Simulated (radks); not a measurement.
**Excited configurations of Os⁺**

How tightly is the outer electron of Os⁺ held in higher orbitals? Ground state, ion and excited configurations are run in turn.

Method: Dirac Kohn-Sham, LDA (Slater exchange, Perdew-Wang correlation), spin-unpolarised, spherical densities, finite nucleus; open shells fill j = l - 1/2 first. Code: radks (a radial shooting solver on a logarithmic mesh, Libxc functionals) version 1.

### Step 1. Starting point

- element: osmium (Z = 76)
- charge: +1
- electrons: 75
- configuration: [Xe] 4f14 5d6 6s1
- nuclear rms radius: 5.4126 fm

### Step 2. Ground configuration: [Xe] 4f14 5d6 6s1

Input:

```text
Z 76
configuration [Xe] 4f14 5d6 6s1
relativity Dirac
functional lda,pw
spin unpolarised
j_filling energy
nucleus finite rms 5.4126 fm
c 137.035999084
```

### Step 3. The ion: [Xe] 4f14 5d6

Input: that of step 2 with these lines changed.

```diff
@@ -1,3 +1,3 @@
 Z 76
-configuration [Xe] 4f14 5d6 6s1
+configuration [Xe] 4f14 5d6
 relativity Dirac
```

### Step 4. Outer electron in 5f: [Xe] 4f14 5d6 5f1

Input: that of step 3 with these lines changed.

```diff
@@ -1,3 +1,3 @@
 Z 76
-configuration [Xe] 4f14 5d6
+configuration [Xe] 4f14 5d6 5f1
 relativity Dirac
```

### Step 5. Outer electron in 6p: [Xe] 4f14 5d6 6p1

Input: that of step 4 with these lines changed.

```diff
@@ -1,3 +1,3 @@
 Z 76
-configuration [Xe] 4f14 5d6 5f1
+configuration [Xe] 4f14 5d6 6p1
 relativity Dirac
```

### Step 6. Outer electron in 6d: [Xe] 4f14 5d6 6d1

Input: that of step 5 with these lines changed.

```diff
@@ -1,3 +1,3 @@
 Z 76
-configuration [Xe] 4f14 5d6 6p1
+configuration [Xe] 4f14 5d6 6d1
 relativity Dirac
```

### Step 7. Outer electron in 6f: [Xe] 4f14 5d6 6f1

Input: that of step 6 with these lines changed.

```diff
@@ -1,3 +1,3 @@
 Z 76
-configuration [Xe] 4f14 5d6 6d1
+configuration [Xe] 4f14 5d6 6f1
 relativity Dirac
```

### Step 8. Outer electron in 7s: [Xe] 4f14 5d6 7s1

Input: that of step 7 with these lines changed.

```diff
@@ -1,3 +1,3 @@
 Z 76
-configuration [Xe] 4f14 5d6 6f1
+configuration [Xe] 4f14 5d6 7s1
 relativity Dirac
```

### Step 9. Outer electron in 7p: [Xe] 4f14 5d6 7p1

Input: that of step 8 with these lines changed.

```diff
@@ -1,3 +1,3 @@
 Z 76
-configuration [Xe] 4f14 5d6 7s1
+configuration [Xe] 4f14 5d6 7p1
 relativity Dirac
```

### Step 10. Outer electron in 7d: [Xe] 4f14 5d6 7d1

Input: that of step 9 with these lines changed.

```diff
@@ -1,3 +1,3 @@
 Z 76
-configuration [Xe] 4f14 5d6 7p1
+configuration [Xe] 4f14 5d6 7d1
 relativity Dirac
```

### Step 11. Outer electron in 7f: [Xe] 4f14 5d6 7f1

Input: that of step 10 with these lines changed.

```diff
@@ -1,3 +1,3 @@
 Z 76
-configuration [Xe] 4f14 5d6 7d1
+configuration [Xe] 4f14 5d6 7f1
 relativity Dirac
```

**Question.** What will these runs give? Wanted: for each run, outer orbital; excitation; binding; n*; quantum defect; <r>.

The runs gave:

| outer orbital | excitation (eV) | binding (eV) | n* | quantum defect | <r> (bohr) |
| --- | --- | --- | --- | --- | --- |
| 5f | 13.613 | 3.573 | 3.903 | 1.097 | 8.341 |
| 6p | 5.452 | 11.734 | 2.154 | 3.846 | 3.408 |
| 6d | 11.628 | 5.558 | 3.129 | 2.871 | 6.109 |
| 6f | 14.756 | 2.430 | 4.732 | 1.268 | 14.25 |
| 7s | 10.467 | 6.719 | 2.846 | 4.154 | 6.333 |
| 7p | 11.855 | 5.331 | 3.195 | 3.805 | 7.554 |
| 7d | 13.880 | 3.306 | 4.058 | 2.942 | 11.45 |
| 7f | 15.452 | 1.734 | 5.602 | 1.398 | 21.61 |

**Reading.** Binding is E(ion) − E, and n* = 2/√(2·binding) in atomic units. The Δ-SCF energy to the ion that was run is 17.186 eV (NIST's first ionisation energy, to the ion's ground state: 17 eV, semi-empirical). Mean quantum defects: f 1.25, p 3.83, d 2.91, s 4.15. They fall with l, since high-l orbitals stay out of the core. Self-interaction in the functional shifts them, so they are the method's values and not measured ones. Spin polarisation and multiplet splitting are left out, so open shells lie too high by an amount that depends on their filling.
